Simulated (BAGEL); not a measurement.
# A workflow on singlet [SiNHF3]+

Wanted: the energy (singlet [SiNHF3]+, HF/6-31G*), then a single-point energy (doublet SiNHF3, NEVPT2(3,3)/6-31G*), then the energy (doublet SiNHF3, CASPT2(3,3)/6-31G*) of F3HNSi. 

Program for the calculation: BAGEL 1.2.2.

**1. The system as given**

[SiNHF3]+ has 6 atoms, charge +1, and is taken as a singlet. SMILES of the parent species: `[NH][Si](F)(F)F`. One bond was lengthened or shortened from a relaxed shape. That shape belongs to the parent species and isn't relaxed for this state.

Bond lengths: N1–Si2 1.723 Å, Si2–F3 1.568 Å, Si2–F4 1.573 Å, Si2–F5 1.573 Å, N1–H6 1.175 Å. Angles: N1–Si2–F3 109.4°, N1–Si2–F4 111.5°, N1–Si2–F5 111.4°, F3–Si2–F4 107.8°, F3–Si2–F5 107.8°, F4–Si2–F5 108.9°, Si2–N1–H6 114.3°.

**2. The energy at HF/6-31G(d) (density fitting with svp-jkfit, spherical functions) (run 1)**

File input.json:

```json
{ "bagel": [

{
  "title": "molecule",
  "basis": "6-31gs.json",
  "df_basis": "svp-jkfit",
  "angstrom": true,
  "geometry": [
    { "atom": "N", "xyz": [      -0.990880,       0.644979,       0.567007 ] },
    { "atom": "Si", "xyz": [       0.177220,      -0.049221,      -0.492993 ] },
    { "atom": "F", "xyz": [      -0.103480,       0.427979,      -1.959493 ] },
    { "atom": "F", "xyz": [       0.106720,      -1.621021,      -0.477093 ] },
    { "atom": "F", "xyz": [       1.635920,       0.399979,      -0.111293 ] },
    { "atom": "H", "xyz": [      -0.865300,       0.335400,       1.693200 ] }
  ]
},

{
  "title": "hf",
  "charge": 1
},

{
  "title": "print",
  "file": "orbitals.molden",
  "orbitals": true
}

]}
```

The basis set 6-31G* is read from a file made from the Basis Set Exchange's data (not shown).

Run with:

```console
$ BAGEL_NUM_THREADS=1 BAGEL input.json > input.out
```

Log:

```text
* using 1 threads per process

  ===============================================================
  ===============================================================

  *** Geometry ***

  { "atom" : "N", "xyz" : [     -1.872492,      1.218834,      1.071488 ] },
  { "atom" : "Si", "xyz" : [      0.334897,     -0.093014,     -0.931622 ] },
  { "atom" : "F", "xyz" : [     -0.195549,      0.808763,     -3.702905 ] },
  { "atom" : "F", "xyz" : [      0.201672,     -3.063286,     -0.901575 ] },
  { "atom" : "F", "xyz" : [      3.091441,      0.755851,     -0.210313 ] },
  { "atom" : "H", "xyz" : [     -1.635180,      0.633814,      3.199684 ] },

  Number of auxiliary basis functions:      454

  Since a DF basis is specified, we compute 2- and 3-index integrals:
    o Being stored without compression. Storage requirement is 0.021 GB

  Number of basis functions:       76
  Number of electrons      :       49

    * METHOD: MOLECULE                             0.17

  *** RHF ***

  === Nuclear Repulsion ===
   255.3205495499

      * DIIS with orbital gradients will be used.

  === RHF iteration (6-31gs.json) ===
      0       -641.63470660          0.02775907           0.05
      1       -641.83424084          0.01802016           0.05
      2       -641.95843757          0.00132583           0.05
      3       -641.95977403          0.00030666           0.05
      4       -641.95986110          0.00012422           0.05
      5       -641.95987287          0.00003984           0.05
      6       -641.95987451          0.00001064           0.05
      7       -641.95987463          0.00000250           0.04
      8       -641.95987463          0.00000085           0.05
      9       -641.95987463          0.00000040           0.05
     10       -641.95987464          0.00000015           0.05
     11       -641.95987464          0.00000009           0.05
     12       -641.95987464          0.00000008           0.05
     13       -641.95987464          0.00000007           0.05
     14       -641.95987464          0.00000005           0.05
     15       -641.95987464          0.00000002           0.05
     16       -641.95987464          0.00000001           0.05
     17       -641.95987464          0.00000000           0.05
    * SCF iteration converged.

    * Permanent dipole moment:
           (    1.637240,    -0.754205,    -2.641331) a.u.

    * METHOD: HF                                   0.96

    * METHOD: PRINT                                0.01

  ===============================================================
```

Run time: 1.3 s. Hardware: 1 thread of Arm Neoverse V2, shared host; peak memory 0.14 GiB.

**3. Doublet neutral SiNHF3: the energy at NEVPT2(3,3)/6-31G(d) (density fitting with svp-jkfit, spherical functions) (run 2)**

Edit input.json of step 2 so:

```diff
@@ -17,12 +17,19 @@
 
+{ "title": "hf", "charge": 1 },
+
+{ "title": "casscf", "nstate": 1, "nact": 3, "nclosed": 23, "nspin": 1, "active": [13, 25, 26], "maxiter": 200, "natocc": true },
+
 {
-  "title": "hf",
-  "charge": 1
+  "title": "nevpt2",
+  "nstate": 1,
+  "nact": 3,
+  "nclosed": 23,
+  "nspin": 1,
+  "active": [13, 25, 26],
+  "maxiter": 200,
+  "natocc": true,
+  "ncore": 9
 },
 
-{
-  "title": "print",
-  "file": "orbitals.molden",
-  "orbitals": true
-}
+{ "title": "print", "file": "orbitals.molden", "orbitals": true }
```

The basis set 6-31G* is read from a file made from the Basis Set Exchange's data (not shown).

Run with:

```console
$ BAGEL_NUM_THREADS=1 BAGEL input.json > input.out
```

Log:

```text
* using 1 threads per process

  ===============================================================
  ===============================================================

  *** Geometry ***

  { "atom" : "N", "xyz" : [     -1.872492,      1.218834,      1.071488 ] },
  { "atom" : "Si", "xyz" : [      0.334897,     -0.093014,     -0.931622 ] },
  { "atom" : "F", "xyz" : [     -0.195549,      0.808763,     -3.702905 ] },
  { "atom" : "F", "xyz" : [      0.201672,     -3.063286,     -0.901575 ] },
  { "atom" : "F", "xyz" : [      3.091441,      0.755851,     -0.210313 ] },
  { "atom" : "H", "xyz" : [     -1.635180,      0.633814,      3.199684 ] },

  Number of auxiliary basis functions:      454

  Since a DF basis is specified, we compute 2- and 3-index integrals:
    o Being stored without compression. Storage requirement is 0.021 GB

  Number of basis functions:       76
  Number of electrons      :       49

    * METHOD: MOLECULE                             0.17

  *** RHF ***

  === Nuclear Repulsion ===
   255.3205495499

      * DIIS with orbital gradients will be used.

  === RHF iteration (6-31gs.json) ===
      0       -641.63470660          0.02775907           0.05
      1       -641.83424084          0.01802016           0.05
      2       -641.95843757          0.00132583           0.05
[... 14 lines of this table left out ...]
     17       -641.95987464          0.00000000           0.05
    * SCF iteration converged.

    * Permanent dipole moment:
           (    1.637240,    -0.754205,    -2.641331) a.u.

    * METHOD: HF                                   0.97

  ---------------------------
      CASSCF calculation
  ---------------------------

    ==== Active orbitals : =====
         Orbital 13
         Orbital 25
         Orbital 26
    ============================

    * nstate   :      1
    * nclosed  :     23
    * nact     :      3
    * nvirt    :     50
  === CASSCF iteration (6-31gs.json) ===

    * Using the second-order algorithm

      0  0      -642.35908986     2.25e-02      0.02

      1  0      -642.42509198     1.53e-03      0.35
[... 21 lines of this table left out ...]
     12  0      -642.44663491     5.06e-09      0.21

    * Second-order optimization converged. *

     guess   0:   closed 1..                  open .1.

  === FCI iteration ===

      0  0      -642.42117590     6.32e-02      0.00
      1  0      -642.44651247     3.23e-03      0.00
      2  0      -642.44663011     6.23e-04      0.00
      3  0      -642.44663491     8.13e-08      0.00
      4  0      -642.44663491     5.90e-09      0.00
      5  0      -642.44663491     8.75e-10      0.00
      6  0 *    -642.44663491     4.49e-11      0.00

     * ci vector, state   0, <S^2> = 0.7500
       2a.     0.9905695891
       .a2     0.1267893335

    * METHOD: CASSCF                               3.65

    * freezing 9 orbitals

  === DF-NEVPT2 calculation ===

    * 3-index integral transformation done
    * assembly done

      NEVPT2 correlation energy:   -0.7011160879      0.14

          (+0)     -0.6102907066
          (+0)'    -0.0264492086
          (+1)     -0.0094417177
          (+1)'    -0.0003473415
          (+2)     -0.0003756135
          (-1)     -0.0392584015
          (-1)'    -0.0055965545
          (-2)     -0.0093565440

      NEVPT2 total energy:       -643.1477510021

    * METHOD: NEVPT2                               0.23

    * METHOD: PRINT                                0.01

  ===============================================================
```

Wall time 5.4 s (1 thread of Arm Neoverse V2, shared host); peak memory 0.14 GiB.

**4. Doublet neutral SiNHF3: a single-point energy at CASPT2(3,3)/6-31G(d) (density fitting with svp-jkfit, spherical functions) (run 3)**

File job.json:

```json
{ "bagel" : [

{
  "title" : "molecule",
  "basis" : "6-31gs.json",
  "df_basis" : "svp-jkfit",
  "angstrom" : "true",
  "geometry" : [
    { "atom" : "N", "xyz" : [      -0.990880,       0.644979,       0.567007 ] },
    { "atom" : "Si", "xyz" : [       0.177220,      -0.049221,      -0.492993 ] },
    { "atom" : "F", "xyz" : [      -0.103480,       0.427979,      -1.959493 ] },
    { "atom" : "F", "xyz" : [       0.106720,      -1.621021,      -0.477093 ] },
    { "atom" : "F", "xyz" : [       1.635920,       0.399979,      -0.111293 ] },
    { "atom" : "H", "xyz" : [      -0.865300,       0.335400,       1.693200 ] }
  ]
},

{ "title" : "hf", "charge" : 1 },

{
  "title" : "casscf",
  "nstate" : 1,
  "nact" : 3,
  "nclosed" : 23,
  "charge" : 0,
  "nspin" : 1,
  "active" : [13, 25, 26],
  "maxiter" : 200,
  "natocc" : "true"
},

{ "title" : "print", "file" : "orbitals.molden", "orbitals" : "true" },

{ "title" : "smith", "method" : "caspt2", "ms" : "true", "xms" : "true", "sssr" : "true", "shift" : 0.2, "shift_imag" : "true", "ncore" : 9 }

]}
```

The basis set 6-31G* is read from a file made from the Basis Set Exchange's data (not shown).

Run with:

```console
$ BAGEL_NUM_THREADS=1 BAGEL job.json > job.out
```

Log:

```text
* using 1 threads per process

  ===============================================================
  ===============================================================

  *** Geometry ***

  { "atom" : "N", "xyz" : [     -1.872492,      1.218834,      1.071488 ] },
  { "atom" : "Si", "xyz" : [      0.334897,     -0.093014,     -0.931622 ] },
  { "atom" : "F", "xyz" : [     -0.195549,      0.808763,     -3.702905 ] },
  { "atom" : "F", "xyz" : [      0.201672,     -3.063286,     -0.901575 ] },
  { "atom" : "F", "xyz" : [      3.091441,      0.755851,     -0.210313 ] },
  { "atom" : "H", "xyz" : [     -1.635180,      0.633814,      3.199684 ] },

  Number of auxiliary basis functions:      454

  Since a DF basis is specified, we compute 2- and 3-index integrals:
    o Being stored without compression. Storage requirement is 0.021 GB

  Number of basis functions:       76
  Number of electrons      :       49

    * METHOD: MOLECULE                             0.17

  *** RHF ***

  === Nuclear Repulsion ===
   255.3205495499

[... 8 lines left out ...]
    * SCF iteration converged.
[... 1 line left out ...]
    * Permanent dipole moment:
[... 28 lines left out ...]
    * Second-order optimization converged. *
[... 13 lines left out ...]
     * ci vector, state   0, <S^2> = 0.7500
[... 16 lines left out ...]
    * Zeroth order energy : state  0       -1.5589468166
[... 4 lines left out ...]
       #      aibj      arbs      arbi      airj      risj      airs      arst      rist         Etot      error   time
[... 2 lines left out ...]
       0  -0.60950  -0.01148  -0.04222  -0.01043  -0.00051  -0.02423  -0.00536  -0.00040   -0.7041422  0.0019143   0.08
       1  -0.60967  -0.01158  -0.04241  -0.01055  -0.00055  -0.02474  -0.00552  -0.00043   -0.7054461  0.0003557   0.07
       2  -0.60969  -0.01158  -0.04240  -0.01056  -0.00056  -0.02477  -0.00552  -0.00043   -0.7055045  0.0000835   0.07
       3  -0.60969  -0.01159  -0.04240  -0.01055  -0.00056  -0.02477  -0.00552  -0.00043   -0.7055071  0.0000210   0.07
       4  -0.60969  -0.01159  -0.04240  -0.01055  -0.00056  -0.02477  -0.00552  -0.00043   -0.7055073  0.0000048   0.07
       5  -0.60969  -0.01159  -0.04240  -0.01055  -0.00056  -0.02477  -0.00552  -0.00043   -0.7055073  0.0000010   0.07
       6  -0.60969  -0.01159  -0.04240  -0.01055  -0.00056  -0.02477  -0.00552  -0.00043   -0.7055073  0.0000002   0.08

      ------------------------------------------------------------------------------------------------------------------

    * CASPT2 energy : state  0     -643.1541870957
        w/o shift correction       -643.1521422495
        reference weight              0.8491390622

    * METHOD: SMITH                                0.68

  ===============================================================
```

Wall time 5.7 s (1 thread of Arm Neoverse V2, shared host); peak memory 0.2 GiB.

**5. Results**

| quantity | value |
| --- | --- |
| run 1, HF/6-31G*: total energy | -641.95987 Eh |
| run 1, HF/6-31G*: HOMO energy | -23.47 eV |
| run 1, HF/6-31G*: LUMO energy | -10.59 eV |
| run 1, HF/6-31G*: HOMO–LUMO gap | 12.88 eV |
| doublet neutral SiNHF3, run 2: total energy | -643.14775 Eh |
| doublet neutral SiNHF3, run 3: total energy | -643.15419 Eh |
